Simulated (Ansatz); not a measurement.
# CuAu: the cost of one run

All numbers below are computed with Ansatz 0.2.0 (DFT, r2SCAN, no spin polarisation, plane waves, PAW).

### Step 1. The structure

The structure is orthorhombic, space group Pnma (No. 62). Conventional cell: a = 6.026 Å, b = 3.290 Å, c = 6.151 Å, α = 90.00°, β = 90.00°, γ = 90.00°. Around Au (site symmetry m) lie 6 Cu at 2.48 to 2.73 Å and 2 Au at 2.80 Å. Cu (site symmetry m) is surrounded by 6 Au at 2.48 to 2.73 Å.

As a file:

```cif
data_structure
_symmetry_space_group_name_H-M 'P 1'
_symmetry_Int_Tables_number 1
_cell_length_a 6.1513
_cell_length_b 6.0263
_cell_length_c 3.2896
_cell_angle_alpha 90.000
_cell_angle_beta 90.000
_cell_angle_gamma 90.000
_cell_volume 121.94
loop_
_atom_site_label
_atom_site_type_symbol
_atom_site_fract_x
_atom_site_fract_y
_atom_site_fract_z
_atom_site_occupancy
Au1 Au 0.18400 0.01000 0.25000 1
Au2 Au 0.81600 0.99000 0.75000 1
Au3 Au 0.68400 0.49000 0.75000 1
Au4 Au 0.31600 0.51000 0.25000 1
Cu1 Cu 0.59000 0.19500 0.25000 1
Cu2 Cu 0.41000 0.80500 0.75000 1
Cu3 Cu 0.09000 0.30500 0.75000 1
Cu4 Cu 0.91000 0.69500 0.25000 1
```

The first density is read from a saved solution for the starting cell.

### Step 2. The relaxation

input.yaml reads:

```yaml
crystal:
  lattice:
    - [6.15130632, 0.0, 0.0]
    - [0.0, 6.02629959, 0.0]
    - [0.0, 0.0, 3.28960734]
  atoms:
    - { symbol: Au, position: [0.184, 0.01, 0.25] }
    - { symbol: Au, position: [0.816, 0.99, 0.75] }
    - { symbol: Au, position: [0.684, 0.49, 0.75] }
    - { symbol: Au, position: [0.316, 0.51, 0.25] }
    - { symbol: Cu, position: [0.59, 0.195, 0.25] }
    - { symbol: Cu, position: [0.41, 0.805, 0.75] }
    - { symbol: Cu, position: [0.09, 0.305, 0.75] }
    - { symbol: Cu, position: [0.91, 0.695, 0.25] }
  symmetry: { tolerance: 0.0003 }
kpoints:
  mp_grid: { grid: [4, 4, 8], shift: [0, 0, 0] }
magnetization:
  spin_polarized: false
scf:
  occupations: { method: cold, width: 0.1558 }
  lower_state_search: "off"
hamiltonian:
  pseudopotentials: { kind: paw }
  xc: r2scan
basis:
  ecutwfc: 500
  fft_grid_basis: typed
relax:
  max_steps: 60
  cell: { p_target: 0.0 }
output:
  forces: true
  stress: true
  eigenvalues: true
  bader: true
  populations: true
  elf: true
  write_potential: true
  volumetric_format: npy
  dos:
    e_range: [-12, 8]
    de: 0.05
    projected: { site_lists: { Au: [Au], Cu: [Cu] } }
checkpoint:
  read: saved_state
```

On the command line:

```
ansatz run input.yaml --threads 2 --pin off --max-ram 2560MiB --backend cpu --events-out ev --progress --plain --runs-dir out
```

**Question.** How long does this run take on 2 threads of Arm Neoverse V1, shared host, and how much memory does it need?

About 15 min, with a peak of 1 GiB.
